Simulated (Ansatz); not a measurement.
# C₂H₆F₃NZr: small, medium and large basis sets

Aim: see how fast density functionals converge with the basis set for C₂H₆F₃NZr.

Program: Ansatz 0.2.0, Gaussian basis. Level of theory: one geometry, several basis sets. These are calculated values, not measurements.

The runs, in order: PBE0-D4/def2-SVP; ωB97M-V/def2-SVP; PBE0-D4/def2-QZVPP; ωB97M-V/def2-QZVPP; the functionals' def2-TZVPP values are taken from earlier runs.

## Step 1: The geometry

All runs share one geometry, relaxed beforehand with PBE0-D4 in a triple-zeta def2 set. Zr takes the def2 core potential; no spin-orbit term is included.

SMILES `C[N](C)[Zr]([F])([F])[F]`, 13 atoms, charge 0, spin multiplicity 1.

Atoms are counted from 1 here; the program's logs count them from 0.

Bond lengths: C1–N2 1.445 Å, C1–H8 1.098 Å, C1–H9 1.094 Å, C1–H10 1.098 Å, N2–C3 1.445 Å, N2–Zr4 2.005 Å, C3–H11 1.098 Å, C3–H12 1.098 Å, C3–H13 1.094 Å, Zr4–F5 1.911 Å, Zr4–F6 1.911 Å, Zr4–F7 1.916 Å. Angles: N2–C1–H8 111.4°, N2–C1–H9 111.0°, N2–C1–H10 111.2°, H8–C1–H9 107.8°, H8–C1–H10 107.9°, H9–C1–H10 107.4°, C1–N2–C3 113.4°, C1–N2–Zr4 123.3°, C3–N2–Zr4 123.2°, N2–C3–H11 111.2°, N2–C3–H12 111.4°, N2–C3–H13 111.0°, H11–C3–H12 107.9°, H11–C3–H13 107.4°, H12–C3–H13 107.8°, N2–Zr4–F5 107.7°, N2–Zr4–F6 107.7°, N2–Zr4–F7 108.0° and more.

## Step 2: PBE0-D4 in def2-SVP

in.yaml reads:

```yaml
crystal:
  periodic: [false, false, false]
  atoms:
    - {symbol: C, position_ang: [-0.368362, -0.127905, 1.491444]}
    - {symbol: N, position_ang: [0.083029, -0.085414, 0.118908]}
    - {symbol: C, position_ang: [1.005951, -1.146865, -0.214256]}
    - {symbol: Zr, position_ang: [-0.585797, 1.249275, -1.219465]}
    - {symbol: F, position_ang: [0.774332, 1.477652, -2.541996]}
    - {symbol: F, position_ang: [-1.069274, 2.834195, -0.267992]}
    - {symbol: F, position_ang: [-2.149249, 0.519836, -2.053046]}
    - {symbol: H, position_ang: [-0.892428, -1.067249, 1.711966]}
    - {symbol: H, position_ang: [-1.055957, 0.696208, 1.703899]}
    - {symbol: H, position_ang: [0.474413, -0.040424, 2.189838]}
    - {symbol: H, position_ang: [1.906241, -1.102074, 0.412754]}
    - {symbol: H, position_ang: [0.547430, -2.134832, -0.075295]}
    - {symbol: H, position_ang: [1.329679, -1.072403, -1.256758]}
basis:
  gaussian: {orbitals: def2-SVP}
hamiltonian: {xc: pbe0, dispersion: d4}
output: {orbitals: {seedname: orbitals}}
```

The run is started by

```bash
ansatz run in.yaml --threads 2 --pin off --events-out ev --progress --plain --max-ram 32768MiB --backend cpu
```

The runs that follow: ωB97M-V in def2-SVP; PBE0-D4 in def2-QZVPP; ωB97M-V in def2-QZVPP.

Before running them: what should the planned runs give, taken together? Wanted: PBE0-D4: double and triple zeta above quadruple; ωB97M-V: double and triple zeta above quadruple.

As calculated:

| quantity | value |
| --- | --- |
| PBE0-D4: double and triple zeta above quadruple | 15.12, 0.74 eV |
| ωB97M-V: double and triple zeta above quadruple | 15.51, 0.70 eV |

For PBE0-D4 the step from double to triple zeta gains 14.38 eV and the next only 0.74 eV. Total energies overstate the basis error of differences, where much of it tends to cancel.
